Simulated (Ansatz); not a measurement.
**C2H7BSi: how energies converge with the basis set**

Aim: see how fast density functionals converge with the basis set for C2H7BSi.

Computed with Ansatz 0.2.0, Gaussian basis. Level: one geometry, several basis sets.

The runs, in order: PBE0-D4/def2-SVP; ωB97M-V/def2-SVP; PBE0-D4/def2-QZVPP; ωB97M-V/def2-QZVPP; the functionals' def2-TZVPP values are taken from earlier runs.

**1. The geometry**

The geometry comes from an earlier relaxation with PBE0-D4 in a triple-zeta def2 set; it is a stationary point, not always the lowest conformer.

SMILES `CB1C[SiH2]1`, 11 atoms, charge 0, spin multiplicity 1.

Atoms are counted from 1 here; the program's logs count them from 0.

Bond lengths: C1–B2 1.549 Å, C1–H5 1.094 Å, C1–H6 1.093 Å, C1–H7 1.098 Å, B2–C3 1.504 Å, B2–Si4 1.932 Å, C3–Si4 1.980 Å, C3–H8 1.089 Å, C3–H9 1.093 Å, Si4–H10 1.481 Å, Si4–H11 1.488 Å. Angles: B2–C1–H5 112.1°, B2–C1–H6 113.9°, B2–C1–H7 107.9°, H5–C1–H6 109.5°, H5–C1–H7 105.2°, H6–C1–H7 107.7°, C1–B2–C3 136.9°, C1–B2–Si4 142.9°, C3–B2–Si4 69.1°, B2–C3–Si4 65.7°, B2–C3–H8 123.6°, B2–C3–H9 120.5°, Si4–C3–H8 137.1°, Si4–C3–H9 90.5°, H8–C3–H9 111.1°, B2–Si4–C3 45.2°, B2–Si4–H10 127.2°, B2–Si4–H11 122.0° and more.

**2. PBE0-D4 in def2-SVP**

Contents of in.yaml:

```yaml
crystal:
  periodic: [false, false, false]
  atoms:
    - {symbol: C, position_ang: [-0.985145, 1.496552, -0.212078]}
    - {symbol: B, position_ang: [0.081227, 0.395945, 0.011253]}
    - {symbol: C, position_ang: [0.376146, -0.653123, 1.048351]}
    - {symbol: Si, position_ang: [0.870154, -1.170922, -0.797926]}
    - {symbol: H, position_ang: [-1.614874, 1.289117, -1.082009]}
    - {symbol: H, position_ang: [-1.617319, 1.684068, 0.659520]}
    - {symbol: H, position_ang: [-0.461181, 2.430547, -0.452482]}
    - {symbol: H, position_ang: [-0.341745, -0.974672, 1.801454]}
    - {symbol: H, position_ang: [1.401955, -0.829740, 1.382345]}
    - {symbol: H, position_ang: [2.284726, -1.602970, -0.720822]}
    - {symbol: H, position_ang: [0.071452, -2.121904, -1.617107]}
basis:
  gaussian: {orbitals: def2-SVP}
hamiltonian: {xc: pbe0, dispersion: d4}
output: {orbitals: {seedname: orbitals}}
```

The run is started by

```bash
$ ansatz run in.yaml --threads 2 --pin off --events-out ev --progress --plain --max-ram 4352MiB
```

The runs that follow: ωB97M-V in def2-SVP; PBE0-D4 in def2-QZVPP; ωB97M-V in def2-QZVPP.

Before running them: what should the planned runs give, taken together? Wanted: PBE0-D4: double and triple zeta above quadruple; ωB97M-V: double and triple zeta above quadruple.

As calculated:

| quantity | value |
| --- | --- |
| PBE0-D4: double and triple zeta above quadruple | 6.25, 0.43 eV |
| ωB97M-V: double and triple zeta above quadruple | 6.44, 0.41 eV |

**Reading.** For PBE0-D4 the step from double to triple zeta gains 5.82 eV and the next only 0.43 eV. Total energies overstate the basis error of differences, where much of it tends to cancel.
